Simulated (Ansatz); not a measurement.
# TiRe: stress in a strained cell

TiRe is deformed so: equal xx and yy strain of -1 %. What stress and forces result, by LAPW, PAW and all-electron datasets made for the crystal?

Method: DFT PBEsol, scalar-relativistic, in Ansatz 0.2.0.

## 1. The structure to begin with

The structure is cubic, space group Pm-3m (No. 221). Conventional cell: a = 3.118 Å, b = 3.118 Å, c = 3.118 Å, α = 90.00°, β = 90.00°, γ = 90.00°. Ti (site symmetry m-3m) has 8 Re at 2.70 Å as nearest neighbours. Re (site symmetry m-3m) is surrounded by 8 Ti at 2.70 Å.

Coordinates:

```cif
data_structure
_symmetry_space_group_name_H-M 'P 1'
_symmetry_Int_Tables_number 1
_cell_length_a 3.1180
_cell_length_b 3.1180
_cell_length_c 3.1180
_cell_angle_alpha 90.000
_cell_angle_beta 90.000
_cell_angle_gamma 90.000
_cell_volume 30.31
loop_
_atom_site_label
_atom_site_type_symbol
_atom_site_fract_x
_atom_site_fract_y
_atom_site_fract_z
_atom_site_occupancy
Ti1 Ti 0.50000 0.50000 0.50000 1
Re1 Re 0.00000 0.00000 0.00000 1
```

Atoms are numbered in the order of the input: Ti1, Re2.

## 2. The deformed structure

Space group Pm-3m before, P4/mmm after.

## 3. LAPW, all electrons

Input file input.yaml:

```yaml
crystal:
  lattice:
    - [3.08682, 0.0, 0.0]
    - [0.0, 3.08682, 0.0]
    - [0.0, 0.0, 3.118]
  atoms:
    - { symbol: Ti, position: [0.5, 0.5, 0.5] }
    - { symbol: Re, position: [0.0, 0.0, 0.0] }
kpoints:
  mp_grid: { grid: [13, 13, 13] }
  band_path:
    path:
      - [0.0, 0.0, 0.0]
      - [0.0, 0.5, 0.0]
      - [0.5, 0.5, 0.0]
      - [0.0, 0.0, 0.0]
      - [0.0, 0.0, 0.5]
      - [0.0, 0.5, 0.5]
      - [0.5, 0.5, 0.5]
      - [0.0, 0.0, 0.5]
      - [0.0, 0.5, 0.0]
    npoints: 5
scf:
  occupations: { method: fermi_dirac, width: 0.05 }
hamiltonian:
  xc: pbesol
  pseudopotentials: { kind: all_electron, lapw: { basis_error: 0.001 } }
output:
  forces: true
  stress: true
  eigenvalues: true
```

Started as:

```
ansatz run input.yaml --threads 1 --pin off --max-ram 3072MiB --backend cpu --events-out ev --progress --plain --runs-dir out
```

## 4. Frozen-core PAW

Input file input.yaml:

```yaml
crystal:
  lattice:
    - [3.08682, 0.0, 0.0]
    - [0.0, 3.08682, 0.0]
    - [0.0, 0.0, 3.118]
  atoms:
    - { symbol: Ti, position: [0.5, 0.5, 0.5] }
    - { symbol: Re, position: [0.0, 0.0, 0.0] }
kpoints:
  mp_grid: { grid: [13, 13, 13] }
scf:
  occupations: { method: fermi_dirac, width: 0.05 }
hamiltonian:
  xc: pbesol
  pseudopotentials: { kind: paw }
output:
  forces: true
  stress: true
  eigenvalues: true
  efg: { contact_densities: true }
  write_density: true
  write_potential: true
  elf: true
  volumetric_format: npy
```

## 5. All-electron PAW on datasets made for the crystal

Changes to input.yaml since step 4:

```diff
@@ -14,3 +14,3 @@
   xc: pbesol
-  pseudopotentials: { kind: paw }
+  pseudopotentials: { kind: all_electron, datasets: crystal }
 output:
@@ -20,5 +20 @@
   efg: { contact_densities: true }
-  write_density: true
-  write_potential: true
-  elf: true
-  volumetric_format: npy
```

(Steps that only read results are left out.)

Before running it: what results should come out? Wanted: pressure; largest shear or deviatoric stress.

**Answer**, as computed:

| quantity | value |
| --- | --- |
| pressure | LAPW -3.29, PAW -3.30, crystal datasets -3.29 GPa |
| largest shear or deviatoric stress (LAPW) | 1.26 GPa |

What this shows: The largest part of the stress beyond the pressure is 1.26 GPa in size, in the zz component; the atoms are carried along and not relaxed. No run of the undeformed cell stands beside it, so the pressure holds what the given cell had before the change. PAW: stress within 0.01 GPa of LAPW. Crystal datasets: stress within 0.01 GPa of LAPW. Spin-orbit coupling is left out, though the cell holds Re; in elements this heavy it can shift bands and gaps by tenths of an eV.
